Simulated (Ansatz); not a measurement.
# CHGa (singlet): the correlation ladder, cc-pVTZ

The task here is to estimate one member of a computed series from the others.

Method: cc-pVTZ, core rule «outside noble gas», up to 15 orbitals frozen; program: Ansatz 0.2.0, Gaussian basis.

Plan: UHF; CCSD(T) on RHF; CCSD(T) on UHF; BCCD(T) on RHF; CCSDT(Q) on RHF; CCSDT(Q) on UHF.

7 further runs of the same task are left out: 4 for a known fault of the program, 3 set aside as unsound or not needed.

## The geometry

The geometry is a PBE0/def2-TZVP stationary point (not a proven minimum) of the parent state, kept for this charge and spin. No spin-orbit coupling is included. The filled d shell of Ga may be among the frozen orbitals whatever the setting's name suggests; the logs give the count.

3 atoms, charge 0, spin multiplicity 1.

Atoms are counted from 1 here; the program's logs count them from 0.

Bond lengths: C1–Ga2 1.902 Å, Ga2–H3 1.572 Å. Angles: C1–Ga2–H3 180.0°.

Coordinates:

```mol
CHGa
  3D, bonds by distance, orders not assigned

  3  2  0  0  0  0  0  0  0  0999 V2000
    0.0000    0.0000    1.7918 C   0  0
    0.0000    0.0000   -0.1098 Ga  0  0
    0.0000    0.0000   -1.6820 H   0  0
  1  2  8  0
  2  3  8  0
M  END
```

The first run:

Contents of in.yaml:

```yaml
crystal:
  periodic: [false, false, false]
  atoms:
    - {symbol: C, position_ang: [0.000000, 0.000000, 1.791800]}
    - {symbol: Ga, position_ang: [0.000000, 0.000000, -0.109800]}
    - {symbol: H, position_ang: [0.000000, 0.000000, -1.682000]}
basis:
  gaussian: {orbitals: cc-pVTZ}
magnetization: {spin_polarized: true, initial_magnetization: 0}
hamiltonian: {xc: hf}
output: {orbitals: {seedname: orbitals}}
```

Launch:

```bash
$ ansatz run in.yaml --threads 1 --pin off --events-out ev --progress --plain --max-ram 2816MiB --backend cpu
```

Among the steps run: UHF; CCSD(T) on RHF; CCSD(T) on UHF; BCCD(T) on RHF; CCSDT(Q) on RHF; CCSDT(Q) on UHF.

One of the session's tables, all rows but one given; the rest of the session is left out.

```
   method  from RCCSDT(Q) (kcal/mol)
      RHF                    +152.43
      UHF                    +125.29
     RMP2                     +31.27
     UMP2                     +16.57
    RCCSD                          ?
    UCCSD                      -1.64
 RCCSD(T)                      +4.45
 UCCSD(T)                      -9.16
  BCCD(T)                      +4.53
   RCCSDT                      +2.26
   UCCSDT                     -14.35
RCCSDT(Q)                          0
UCCSDT(Q)                     -16.98
```

Estimate the missing values for RCCSD.

As computed: from RCCSDT(Q) (kcal/mol): +12.34. In the column «from RCCSDT(Q) (kcal/mol)» it lies between BCCD(T) (+4.53) and UMP2 (+16.57).

The program flags UCCSD(T), UCCSDT(Q) as in doubt (see the logs), so those rows may rest on another solution; read them beside their warnings.

Caveats from the session: The determinant is far from a pure spin state, so its energy mixes those of several spin states (harmless only where they are near-degenerate, as at dissociation). The program flags UCCSD(T), UCCSDT(Q) as in doubt, so those rows may rest on another solution; read them beside their warnings. Warnings: restricted reference is unstable; spin contamination; large T1 diagnostic. Restricted and unrestricted rows rest on different reference determinants; where their highest levels disagree by more than a few hundredths of an eV, they describe different states and don't form one ladder.
